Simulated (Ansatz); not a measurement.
**CH5BClN: how energies converge with the basis set**

Aim: see how fast density functionals converge with the basis set for CH5BClN.

Method: one geometry, several basis sets; program: Ansatz 0.2.0, Gaussian basis.

Plan: PBE0-D4/def2-SVP; ωB97M-V/def2-SVP; PBE0-D4/def2-QZVPP; ωB97M-V/def2-QZVPP; the functionals' def2-TZVPP values are taken from earlier runs.

## 1. The geometry

An earlier PBE0-D4 in a triple-zeta def2 set relaxation fixed the geometry.

SMILES `CNBCl`, 9 atoms, charge 0, spin multiplicity 1.

Atoms are counted from 1 here; the program's logs count them from 0.

Bond lengths: C1–N2 1.444 Å, C1–H5 1.094 Å, C1–H6 1.094 Å, C1–H7 1.090 Å, N2–B3 1.381 Å, N2–H8 1.009 Å, B3–Cl4 1.771 Å, B3–H9 1.192 Å. Angles: N2–C1–H5 111.4°, N2–C1–H6 111.4°, N2–C1–H7 109.2°, H5–C1–H6 108.3°, H5–C1–H7 108.2°, H6–C1–H7 108.2°, C1–N2–B3 125.9°, C1–N2–H8 115.0°, B3–N2–H8 119.0°, N2–B3–Cl4 119.6°, N2–B3–H9 121.5°, Cl4–B3–H9 118.9°.

## 2. PBE0-D4 in def2-SVP

The input, in.yaml:

```yaml
crystal:
  periodic: [false, false, false]
  atoms:
    - {symbol: C, position_ang: [0.510081, 0.482075, -0.973421]}
    - {symbol: N, position_ang: [-0.407912, -0.225955, -0.111724]}
    - {symbol: B, position_ang: [-0.261059, -0.415157, 1.248164]}
    - {symbol: Cl, position_ang: [-1.495338, -1.314500, 2.144847]}
    - {symbol: H, position_ang: [0.906974, -0.170390, -1.756523]}
    - {symbol: H, position_ang: [0.027925, 1.338926, -1.452796]}
    - {symbol: H, position_ang: [1.346688, 0.849912, -0.380021]}
    - {symbol: H, position_ang: [-1.220457, -0.605514, -0.573885]}
    - {symbol: H, position_ang: [0.681597, 0.014203, 1.838159]}
basis:
  gaussian: {orbitals: def2-SVP}
hamiltonian: {xc: pbe0, dispersion: d4}
output: {orbitals: {seedname: orbitals}}
```

After this run come: ωB97M-V in def2-SVP; PBE0-D4 in def2-QZVPP; ωB97M-V in def2-QZVPP.

**Question.** What will the summary of the whole plan be? Wanted: PBE0-D4: double and triple zeta above quadruple; ωB97M-V: double and triple zeta above quadruple.

As calculated:

| quantity | value |
| --- | --- |
| PBE0-D4: double and triple zeta above quadruple | 8.47, 0.56 eV |
| ωB97M-V: double and triple zeta above quadruple | 8.58, 0.54 eV |

**Reading.** For PBE0-D4 the step from double to triple zeta gains 7.90 eV and the next only 0.56 eV. These are total energies; as a rule much of such shifts cancels in differences, which this series doesn't test. The LUMO of ωB97M-V is positive and keeps falling with the basis (2.69 to 1.59 eV): an unbound level that the basis holds in place.
